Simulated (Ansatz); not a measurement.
Wanted: the native input for an Ansatz 0.2.0 run.

```
Task                : single point
Functional          : PBE
Potentials or basis : all-electron LAPW, scalar-relativistic
Cutoff              : 305 eV (chosen from the basis error)
Basis error allowed : 0.002 eV/atom
k mesh              : 4 × 4 × 4
Occupations         : fermi-dirac, width 0.05 eV
Spin                : collinear spin, ferromagnetic start
Starting moments    : [0.0, 0.0, 3.0, 3.0, 0.0, 0.0, 0.0, 0.0, 0.0] μB
Hubbard terms       : Cr d U = 3 eV
```

CsLiCr2Te2S3:

```
CELL_PARAMETERS angstrom
3.31929 1.91639 6.87982
-3.31929 1.91639 6.87982
0.00000 -3.83279 6.87982
ATOMIC_POSITIONS crystal
Cs 0.00000 0.00000 0.00000
Li 0.50000 0.50000 0.50000
Cr 0.79848 0.79848 0.79848
Cr 0.20152 0.20152 0.20152
Te 0.67990 0.67990 0.67990
Te 0.32010 0.32010 0.32010
S 0.13626 0.86374 0.50000
S 0.50000 0.13626 0.86374
S 0.86374 0.50000 0.13626
```

The cell was built by a generator and needn't be a form met in nature.

The input as run:

input.yaml

```yaml
crystal:
  lattice:
    - [3.31929, 1.91639, 6.87982]
    - [-3.31929, 1.91639, 6.87982]
    - [0.0, -3.83279, 6.87982]
  atoms:
    - { symbol: Cs, position: [0.0, 0.0, 0.0] }
    - { symbol: Li, position: [0.5, 0.5, 0.5] }
    - { symbol: Cr, position: [0.79848, 0.79848, 0.79848], spin: 3.0 }
    - { symbol: Cr, position: [0.20152, 0.20152, 0.20152], spin: 3.0 }
    - { symbol: Te, position: [0.6799, 0.6799, 0.6799] }
    - { symbol: Te, position: [0.3201, 0.3201, 0.3201] }
    - { symbol: S, position: [0.13626, 0.86374, 0.5] }
    - { symbol: S, position: [0.5, 0.13626, 0.86374] }
    - { symbol: S, position: [0.86374, 0.5, 0.13626] }
kpoints:
  mp_grid: { grid: [4, 4, 4] }
scf:
  occupations: { method: fermi_dirac, width: 0.05 }
hamiltonian:
  xc: pbe
  pseudopotentials: { kind: all_electron, lapw: { basis_error: 0.002 } }
  hubbard:
    sites: [{ species: Cr, l: d, u_eff: 3 }]
    double_counting: fll
    projectors: ortho-atomic
magnetization:
  spin_polarized: true
output:
  forces: true
  stress: true
  eigenvalues: true
  hubbard: {}
```

Potentials or basis: all-electron LAPW, scalar-relativistic.

Command:

```console
$ ansatz run input.yaml --threads 8 --pin off --max-ram 24576MiB --backend cpu --events-out ev --progress --plain --runs-dir out
```

It gave:

| Item | Value |
| --- | --- |
| Pressure | 2.5 GPa |
| Largest force | 1.004 eV/Å |
| Band gap on the k mesh | none (metal or under the smearing width) |
| Net moment | 4.11 μB per cell |
| Absolute moment | 9.05 μB per cell |
| Site moments | Cs -0.02; Li -0.00; Cr +2.99; Te -0.43; S -0.21 μB |

Caveat: the k mesh is thin for a metal, which can move the energy by tens of meV per atom; the magnetic state may not be the lowest; U is the effective U less J, on atomic orbitals that reach past the spheres; only a ferromagnetic start was run, and an antiferromagnetic order may lie lower in energy; forces of over 1 eV/Å show positions far from the minimum, so gaps and moduli don't describe the material at rest.

Run time: 39 s on 8 threads of AMD EPYC 9R45 96-Core Processor (Zen 5), on a shared host, peak memory 2.5 GiB.
